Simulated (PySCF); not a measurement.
# CH8B2N2: the cost of one run

Computed with PySCF 2.14.0, with density-fitted response routines of our own, on a single molecule in the gas phase. Atoms count from 0, in the outputs and in this text.

## (1) Starting geometry

13 atoms, charge 0, multiplicity 1; geometry from: GFN2-xTB. The atoms were then displaced at random by about 0.01 Å, so the start is not that level's minimum.

Bonds of the start (Å): B0–N1 1.36, N1–C2 1.46, N1–B3 1.48, B3–N4 1.38, B0–H5 1.19, B0–H6 1.19, C2–H7 1.11, C2–H8 1.07, C2–H9 1.08, B3–H10 1.15, N4–H11 1.00, N4–H12 0.98.

## (2) Relaxing the molecule at PBE0-D3(BJ)/def2-SVP

The job: settings as JSON, then the geometry in Å.

```
{"job": {"xc": "PBE0", "basis": "def2-SVP", "d3": "d3bj", "grid": 1, "shake": 0.01, "kind": "geom"}, "charge": 0, "multiplicity": 1}
B     -1.180580     1.447260     0.259370
N     -0.376000     0.361150     0.072730
C     -0.938510    -0.981900     0.171910
B      1.073030     0.493260    -0.215560
N      1.845970    -0.633750    -0.396920
H     -2.344100     1.318120     0.490660
H     -0.744660     2.547880     0.168700
H     -0.406630    -1.530030     0.975750
H     -0.785960    -1.521760    -0.737260
H     -1.985710    -0.939240     0.412170
H      1.512820     1.548980    -0.289940
H      1.532770    -1.577320    -0.330920
H      2.803380    -0.549540    -0.591020
```

The run is started by

```console
OMP_NUM_THREADS=1 python probes_run.py task.json out
```

One launch serves the whole session: the jobs run in the order shown.

Q: Estimate the wall time and peak memory of this first job on 1 thread of Arm Neoverse N1, shared host.

About 32 s, with a peak of 0.46 GiB.
